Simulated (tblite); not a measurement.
# C8H21BP (K(PtBu2BH3) (6), anion): the cost of one run

The runs use tblite 0.8.0 and PySCF 2.14.0, with density-fitted response routines of our own; the level of theory stands in each step. All values are computed, except where a source is named. Atoms count from 0, in the outputs and in this text.

**1. The molecule as given**

31 atoms, charge -1, multiplicity 1; geometry from: force field or distance geometry start.

Bonds of the start (Å): B0–P1 1.93, P1–C2 1.83, C2–C3 1.53, C2–C4 1.51, C2–C5 1.49, P1–C6 1.81, C6–C7 1.53, C6–C8 1.53, C6–C9 1.51, B0–H10 1.21, B0–H11 1.18, B0–H12 1.20, C3–H13 1.08, C3–H14 1.13, C3–H15 1.09, C4–H16 1.11, C4–H17 1.09, C4–H18 1.11, C5–H19 1.14, C5–H20 1.08, C5–H21 1.12, C7–H22 1.11, C7–H23 1.11, C7–H24 1.10, C8–H25 1.11, C8–H26 1.11, C8–H27 1.11, C9–H28 1.11, C9–H29 1.10, C9–H30 1.13.

**2. Optimising the geometry with GFN2-xTB**

What the job is given:

```
{"job": {"kind": "relax", "xc": "GFN2-xTB", "basis": "xTB"}, "charge": -1, "multiplicity": 1}
B      0.000900     2.423100    -0.179300
P      0.087900     0.537100    -0.574500
C      1.573900    -0.249700     0.148700
C      2.595300     0.870300     0.365200
C      2.197100    -1.146300    -0.896400
C      1.415400    -0.942800     1.452600
C     -1.522000    -0.236800    -0.309300
C     -2.458800     0.253500    -1.411000
C     -2.189000     0.204600     0.993300
C     -1.586000    -1.742900    -0.379500
H     -1.155300     2.733000    -0.032100
H      0.492400     3.026900    -1.063200
H      0.570100     2.599800     0.863100
H      2.284900     1.818100    -0.056000
H      2.684100     1.037400     1.482000
H      3.577600     0.601800    -0.020900
H      3.307500    -1.062600    -0.872600
H      1.892900    -2.175700    -0.694300
H      1.860100    -0.864600    -1.921200
H      2.462300    -1.295500     1.728900
H      0.715900    -1.761600     1.365800
H      1.175000    -0.208300     2.256700
H     -3.462600    -0.208300    -1.302800
H     -1.980000    -0.048300    -2.369300
H     -2.497200     1.349700    -1.332400
H     -1.861500     1.232100     1.256500
H     -3.289900     0.183100     0.827000
H     -1.947700    -0.501600     1.811300
H     -1.995800    -2.087900     0.590000
H     -0.615900    -2.234200    -0.568300
H     -2.343300    -2.073800    -1.143300
```

Started as:

```
$ OMP_NUM_THREADS=1 python probes_run.py task.json out
```

The driver reads the jobs from task.json and runs them one after another.

**Question.** How long does this first job take on 1 thread of Arm Neoverse V1, shared host?

About 1.7 s.
